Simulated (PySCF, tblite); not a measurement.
**C₅H₁₀FSi₂ radical: geometry, infrared bands and EPR parameters**

Wanted: the infrared bands and EPR parameters of C₅H₁₀FSi₂ radical (`CC#C[Si@@H](CF)C[SiH2]`), by calculation.

The runs use tblite 0.8.0 and PySCF 2.14.0, with density-fitted response routines of our own; the level of theory stands in each step. All values are computed, except where a source is named. Atoms count from 0, in the outputs and in this text.

## Step 1: The starting structure

18 atoms, charge 0, multiplicity 2; geometry from: force field or distance geometry start.

Bonds of the start (Å): C0–C1 1.49, C1–C2 1.20, C2–Si3 1.83, Si3–C4 1.88, C4–F5 1.38, Si3–C6 1.87, C6–Si7 1.86, C0–H8 1.10, C0–H9 1.10, C0–H10 1.12, Si3–H11 1.45, C4–H12 1.10, C4–H13 1.13, C6–H14 1.12, C6–H15 1.11, Si7–H16 1.47, Si7–H17 1.45.

## Step 2: Geometry optimisation with GFN2-xTB

Job settings and geometry (Å):

```
{"job": {"kind": "relax", "xc": "GFN2-xTB", "basis": "xTB"}, "charge": 0, "multiplicity": 2}
C      3.919500     0.316800    -0.317300
C      2.448600     0.152400    -0.510000
C      1.266200     0.012200    -0.629000
Si    -0.540300    -0.166100    -0.819000
C     -1.017500    -1.891300    -0.244800
F     -2.227100    -1.798000     0.416000
C     -1.408800     1.027800     0.330300
Si    -3.249900     1.009200     0.085600
H      4.247600    -0.086100     0.655500
H      4.372800    -0.178900    -1.190900
H      4.085900     1.424300    -0.379700
H     -0.968200    -0.028300    -2.199800
H     -0.243800    -2.312600     0.419200
H     -1.085400    -2.492000    -1.195700
H     -1.170200     0.759600     1.394700
H     -0.972400     2.033900     0.145100
H     -3.694200    -0.045400    -0.832200
H     -3.771600     2.268700    -0.404400
```

Started as:

```bash
$ OMP_NUM_THREADS=1 python probes_run.py task.json out
```

This one command runs all jobs of the session in turn.

**Question.** This job is followed by: GFN2-xTB harmonic vibrations, gas phase; UKS B3LYP, pcH-1 on C F H Si, non-relativistic, mean-field spin-orbit, GIAO. Predict these results of the whole session: strongest single infrared mode (GFN2-xTB); zero-point energy (GFN2-xTB); g(iso) (B3LYP); ⟨S²⟩; largest a(iso) (averaged by class); potential on the surface of density 0.002 e/bohr³, 1st and 99th percentile.

The runs gave:

```
                                                                  quantity                    value
                                 strongest single infrared mode (GFN2-xTB)    2268 cm⁻¹, 372 km/mol
                                              zero-point energy (GFN2-xTB)            78.9 kcal/mol
                                                            g(iso) (B3LYP)                  2.00354
                                                                      ⟨S²⟩       0.752 (exact 0.75)
                                        largest a(iso) (averaged by class)  29Si on Si7, -420.1 MHz
potential on the surface of density 0.002 e/bohr³, 1st and 99th percentile       -1.18 V and 1.07 V
```

**Reading.** Relaxing lowered the energy by 0.447 eV in 120 steps; the close pair that moved most is C0–C1, from 1.493 to 1.445 Å. All 48 modes are real, so the xTB geometry is a minimum. The strongest single mode, at 2268 cm⁻¹, moves mainly H17. Unscaled tight-binding wavenumbers are off by several per cent, some by more. Its intensities can rank the bands wrongly. Si7 carries the largest spin population, 0.98 e. The isotropic g lies 1.2 ppt above the free-electron value. These values are for one conformer; the search (at its own cheap level) found 2 more, at 0.08, 0.36 kcal/mol, and measured spectra average over such forms.
